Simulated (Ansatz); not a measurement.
**CH6AlNSSi: single point in a Gaussian basis from a Python script**

The task is a single point in a Gaussian basis, for CH6AlNSSi.

Computed with Ansatz 0.2.0, driven from Python. Level of theory: r2SCAN+D4/cc-pVDZ.

### Step 1. The system

Bond lengths: N1–C2 1.227 Å, C2–S3 1.791 Å, S3–Si4 2.059 Å, Si4–Al5 2.359 Å, N1–H6 1.066 Å, C2–H7 1.099 Å, Si4–H8 1.483 Å, Si4–H9 1.510 Å, Al5–H10 1.576 Å, Al5–H11 1.584 Å. Angles: N1–C2–S3 120.5°, N1–C2–H7 119.4°, S3–C2–H7 120.0°, C2–N1–H6 124.2°, C2–S3–Si4 93.3°, S3–Si4–Al5 113.4°, S3–Si4–H8 109.4°, S3–Si4–H9 109.3°, Al5–Si4–H8 108.1°, Al5–Si4–H9 111.0°, H8–Si4–H9 105.3°, Si4–Al5–H10 117.5°, Si4–Al5–H11 119.7°, H10–Al5–H11 122.8°.

No structure file is read: the coordinates are typed or built in the script.

### Step 2. The script

The input, energy.py:

```python
"""Single point of CH6AlNSSi in a Gaussian basis."""

from pathlib import Path

import ansatz
from ase import Atoms
import numpy as np

BASIS = "cc-pVDZ"
XC = "r2SCAN"
DISPERSION = "d4"

atoms = Atoms(["N", "C", "S", "Si", "Al", "H", "H", "H", "H", "H", "H"], positions=[
    (0.7491, 2.3956, 0.6919),
    (1.1609, 1.2511, 0.5293),
    (0.6891, -0.0544, 1.6603),
    (-0.8816, -0.671, 0.4805),
    (-0.1965, -1.6329, -1.5622),
    (0.0604, 2.683, 1.4537),
    (1.8667, 1.0429, -0.2873),
    (-1.6866, -1.6761, 1.2168),
    (-1.8154, 0.4917, 0.2435),
    (0.6813, -0.746, -2.5251),
    (-0.5622, -3.141, -1.8807),
])
mol = ansatz.Crystal.molecule_from_ase(atoms)

setup = mol.calculation()
setup = setup.basis(gaussian=BASIS)
setup = setup.functional(XC, dispersion=DISPERSION).forces()
setup = setup.orbitals()
print(setup.to_yaml())
res = setup.run(runs_dir="runs")
summary = res.report

for key in ("converged", "free_energy_ev", "reference_energy_ev", "n_frozen", "n_occupied", "n_virtual"):
    print(f"{key:22s} {summary[key]}")

state = summary["mean_field"]["state"]
print(f"mean field: {state['energy']['hartree']:.7f} Ha, <S^2> = {abs(state['spin_squared']):.4f}, stability: {state.get('stability', {}).get('kind')}")

symbols = [site.symbol for site in mol.cartesian_sites]
print("forces (eV/A)")
for symbol, f in zip(symbols, summary["forces_ev_ang"]):
    print(f"  {symbol:2s} {f[0]:9.4f} {f[1]:9.4f} {f[2]:9.4f}")

charges = summary["charge_distribution"]
dipole = np.array(charges["dipole_moment_e_ang"]) * 4.803205
print("dipole (D): {:.3f} {:.3f} {:.3f}, length {:.3f}".format(*dipole, np.linalg.norm(dipole)))
print("atom  Mulliken   Lowdin")
for symbol, m, l in zip(symbols, charges["mulliken_charges_e"], charges["lowdin_charges_e"]):
    print(f"{symbol:4s} {m:9.3f} {l:8.3f}")

lines = Path(summary["orbitals_path"]).read_text().splitlines()
field_of = lambda key: [line.split("=")[1].strip() for line in lines if line.startswith(key)]
orbitals = [(27.211386 * float(e), s, float(n)) for e, s, n in zip(field_of("Ene="), field_of("Spin="), field_of("Occup="))]
homo = max(e for e, _, n in orbitals if n > 0.5)
lumo = min(e for e, _, n in orbitals if n < 0.5)
for e, spin, n in sorted(orbitals):
    if homo - 10 < e < lumo + 5:
        print(f"{spin:6s} {e:10.3f} eV  occupation {n:.0f}")
```

### Step 3. The run

Started as:

```
$ python energy.py
```

Q: Predict the main results. Wanted: total energy; largest force; dipole moment; HOMO-LUMO gap of the mean field.

The runs gave:

```
                                           quantity           value
                                       total energy  -27929.8351 eV
                                      largest force      4.273 eV/Å
                                      dipole moment          0.57 D
HOMO-LUMO gap of the mean field (r2SCAN+D4/cc-pVDZ)         3.10 eV
```

What this shows: Forces reach 4.27 eV/Å, so the atoms aren't at rest. The geometry is a force-field or estimated start, not a minimum of this method, and the basis set is short of its limit. The Löwdin charges here are taken after orthogonalising the functions within each atom; they differ from plain Löwdin charges, and their signs can be unphysical. Alpha marks a spatial orbital of a restricted run, filled by both spins. Total less reference energy is the dispersion correction. Levels such as HOMO and LUMO are orbital energies: with these approximate functionals they aren't the ionisation energy and electron affinity, and their gap isn't the fundamental gap.
